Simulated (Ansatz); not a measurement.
# CO2 (CO2): the cost of one run

Method: DFT r2SCAN+D3(BJ), scalar-relativistic, plane waves, PAW, in Ansatz 0.2.0.

## 1. The system as given

Symmetry: Pa-3, No. 205, cubic system. The conventional cell has a = 5.717 Å, b = 5.717 Å, c = 5.717 Å, α = 90.00°, β = 90.00°, γ = 90.00°. C (site symmetry -3) has 2 O at 1.17 Å as nearest neighbours. O (site symmetry 3) is surrounded by 1 C at 1.17 Å.

As a file:

```cif
data_structure
_symmetry_space_group_name_H-M 'P 1'
_symmetry_Int_Tables_number 1
_cell_length_a 5.7169
_cell_length_b 5.7169
_cell_length_c 5.7169
_cell_angle_alpha 90.000
_cell_angle_beta 90.000
_cell_angle_gamma 90.000
_cell_volume 186.84
loop_
_atom_site_label
_atom_site_type_symbol
_atom_site_fract_x
_atom_site_fract_y
_atom_site_fract_z
_atom_site_occupancy
C1 C 0.00000 0.00000 0.00000 1
C2 C 0.50000 0.00000 0.50000 1
C3 C 0.50000 0.50000 0.00000 1
C4 C 0.00000 0.50000 0.50000 1
O1 O 0.11805 0.11805 0.11805 1
O2 O 0.38195 0.88195 0.61805 1
O3 O 0.61805 0.38195 0.88195 1
O4 O 0.88195 0.61805 0.38195 1
O5 O 0.88195 0.88195 0.88195 1
O6 O 0.61805 0.11805 0.38195 1
O7 O 0.38195 0.61805 0.11805 1
O8 O 0.11805 0.38195 0.61805 1
```

It is the result of an earlier relaxation at this level (volume 15.57 Å³/atom; gap on the mesh: 6.74 eV).

Its energy, with the smearing taken to zero, is -5540.4404 eV for the 12-atom cell on a 4×4×4 mesh; differences below count from it.

## 2. Level: r2SCAN+D3(BJ)

Cell and atoms are relaxed anew from the first level's result.

input.yaml

```yaml
crystal:
  lattice:
    - [5.7168944752, 0.0, 0.0]
    - [0.0, 5.7168944752, 0.0]
    - [0.0, 0.0, 5.7168944752]
  atoms:
    - { symbol: C, position: [0.0, 0.0, 0.0] }
    - { symbol: C, position: [0.5, 0.0, 0.5] }
    - { symbol: C, position: [0.5, 0.5, 0.0] }
    - { symbol: C, position: [0.0, 0.5, 0.5] }
    - { symbol: O, position: [0.1180509314, 0.1180509314, 0.1180509314] }
    - { symbol: O, position: [0.3819490686, 0.8819490686, 0.6180509314] }
    - { symbol: O, position: [0.6180509314, 0.3819490686, 0.8819490686] }
    - { symbol: O, position: [0.8819490686, 0.6180509314, 0.3819490686] }
    - { symbol: O, position: [0.8819490686, 0.8819490686, 0.8819490686] }
    - { symbol: O, position: [0.6180509314, 0.1180509314, 0.3819490686] }
    - { symbol: O, position: [0.3819490686, 0.6180509314, 0.1180509314] }
    - { symbol: O, position: [0.1180509314, 0.3819490686, 0.6180509314] }
basis:
  ecutwfc: 500
kpoints:
  mp_grid: { grid: [4, 4, 4] }
hamiltonian:
  xc: r2scan
  dispersion: d3bj
scf:
  occupations: { method: gaussian, width: 0.02 }
output:
  forces: true
  stress: true
  eigenvalues: true
relax:
  adjacent_minimum: "off"
  f_tol: 0.02
  max_steps: 50
  cell: { stress_tol: 0.03 }
```

Launch:

```console
$ ansatz run input.yaml --threads 2 --pin off --max-ram 5120MiB --backend cpu --events-out ev --progress --plain --runs-dir out
```

**Question.** How long does this run take on 2 threads of Arm Neoverse V2, shared host, and how much memory does it need?

About 50 s, with a peak of 0.83 GiB.
